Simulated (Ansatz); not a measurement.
**HfC: a single-point run**

The task is a single-point run on HfC. The structure is shown as the input types it.

Method: DFT, LDA, PAW with Ansatz's default frozen-core files, scalar-relativistic, in Ansatz 0.2.0.

## 1. The system as given

Symmetry: Fm-3m, No. 225, cubic system. Conventional cell: a = 4.650 Å, b = 4.650 Å, c = 4.650 Å, α = 90.00°, β = 90.00°, γ = 90.00°. Around Hf (site symmetry m-3m) lie 6 C at 2.33 Å. C (site symmetry m-3m) is surrounded by 6 Hf at 2.33 Å.

Structure file:

```
Hf C
1.0
     0.00000    2.32500    2.32500
     2.32500    0.00000    2.32500
     2.32500    2.32500    0.00000
Hf C
1 1
Direct
  0.50000 0.50000 0.50000
  0.00000 0.00000 0.00000
```

## 2. The calculation

input.yaml

```yaml
crystal:
  lattice:
    - [0.0, 2.325, 2.325]
    - [2.325, 0.0, 2.325]
    - [2.325, 2.325, 0.0]
  atoms:
    - { symbol: Hf, position: [0.5, 0.5, 0.5], spin: 23.0 }
    - { symbol: C, position: [0.0, 0.0, 0.0] }
magnetization:
  spin_polarized: true
  initial_magnetization: 23.0
  spin_locking: { lock_magnetization: hard }
kpoints:
  mp_grid: { grid: [14, 14, 14] }
scf:
  occupations: { method: fermi_dirac, width: 0.03 }
  max_iter: 100
  lower_state_search: "off"
hamiltonian:
  xc: lda
  pseudopotentials: { kind: paw }
output:
  forces: true
  stress: true
  eigenvalues: true
  write_density: true
  write_potential: true
  elf: true
  volumetric_format: npy
```

Command:

```sh
> ansatz run input.yaml --threads 1 --pin off --max-ram 3072MiB --backend cpu --events-out ev --progress --plain --runs-dir out
```

**Question.** How will this run end, and is anything wrong with its input?

This run ends as converged, with warnings (stability check not made, stress scf threshold loose). It gives a pressure of 426 GPa, which is large; a structure far from rest gives such values too, whatever the setting.

In the input, magnetization.initial_magnetization is 23.0. The input forces a number of unpaired electrons that this system doesn't hold in its ground state.

What to do: start from a moment that the atoms can carry.
